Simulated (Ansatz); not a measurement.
# F3H2NSi: the cost of one run

The runs use Ansatz 0.2.0, Gaussian basis; PBE0-D4/def2-TZVP structures, single points in def2-TZVPP, no counterpoise correction.

Levels: SPW92, PBE-D4, BLYP-D4, r2SCAN-D4, B97M-V, PBE0-D4, B3LYP-D4, r2SCAN0-D4, BHLYP-D4, CAM-B3LYP-D4, wB97X-V, wB97M-V, B2PLYP, PBE-QIDH, RPA on PBE, Hartree-Fock, MP2, CCSD, CCSD(T).

Correlated methods freeze the cores. B3LYP uses VWN-RPA correlation. B2PLYP carries no dispersion term here.

113 further runs of the same task are left out: 113 set aside as unsound or not needed.

### 1 Starting geometry

The complex: 15 atoms, charge 0, spin multiplicity 1.

Atoms are counted from 1 here; the program's logs count them from 0.

Bond lengths: Si1–F4 1.571 Å, Si1–F5 1.568 Å, Si1–F6 1.576 Å, Si1–N8 1.711 Å, O2–Si3 1.654 Å, O2–H9 0.968 Å, Si3–H11 1.486 Å, Si3–H12 1.487 Å, Si3–H13 1.481 Å, H7–F10 0.959 Å, N8–H14 1.011 Å, N8–H15 1.014 Å. Angles: F4–Si1–F5 108.3°, F4–Si1–F6 108.1°, F4–Si1–N8 113.8°, F5–Si1–F6 106.7°, F5–Si1–N8 112.8°, F6–Si1–N8 106.7°, Si3–O2–H9 118.5°, O2–Si3–H11 111.4°, O2–Si3–H12 110.7°, O2–Si3–H13 105.8°, H11–Si3–H12 108.7°, H11–Si3–H13 110.0°, H12–Si3–H13 110.1°, Si1–N8–H14 115.4°, Si1–N8–H15 113.9°, H14–N8–H15 110.9°.

Geometry (Å):

```xyz
15

Si   -0.9512    0.8361    1.3098
O     0.3839   -0.5591   -0.9538
Si    0.0505   -0.1286   -2.5155
F    -2.1280    0.5935    0.2981
F     0.0266    1.8915    0.6854
F    -1.5516    1.4894    2.6124
H     1.5003   -0.4136    1.4459
N    -0.1540   -0.5966    1.7999
H     1.2856   -0.4369   -0.6229
F     2.3376   -0.3767    0.9789
H     0.1253    1.3439   -2.7007
H     1.0034   -0.7773   -3.4551
H    -1.3274   -0.6021   -2.7798
H    -0.3428   -0.8959    2.7472
H    -0.2583   -1.3677    1.1503
```

Its parts: F3H2NSi holds atoms 1, 4, 5, 6, 8, 14, 15; SiH4O holds atoms 2, 3, 9, 11, 12, 13; HF holds atoms 7, 10. Each part counts its atoms afresh in its own runs.

### 2 Relaxing F3H2NSi alone

relax-a/in.yaml

```yaml
crystal:
  periodic: [false, false, false]
  atoms:
    - {symbol: Si, position_ang: [-0.951154, 0.836123, 1.309774]}
    - {symbol: F, position_ang: [-2.128011, 0.593472, 0.298124]}
    - {symbol: F, position_ang: [0.026581, 1.891482, 0.685425]}
    - {symbol: F, position_ang: [-1.551551, 1.489375, 2.612429]}
    - {symbol: N, position_ang: [-0.153978, -0.596640, 1.799877]}
    - {symbol: H, position_ang: [-0.342792, -0.895909, 2.747159]}
    - {symbol: H, position_ang: [-0.258293, -1.367669, 1.150307]}
basis:
  gaussian: {orbitals: def2-TZVP}
hamiltonian: {xc: pbe0, dispersion: d4}
relax: {f_tol: 0.005, max_steps: 200}
```

Run with:

```sh
ansatz run in.yaml --threads 4 --pin off --events-out ev --progress --plain --max-ram 66560MiB --backend cuda --devices 0, --max-vram 37GiB
```

**Question.** How long does this run take on 1 × a share of an NVIDIA H100 with 4 threads of AMD EPYC 7R13, shared host?

About 24 s.
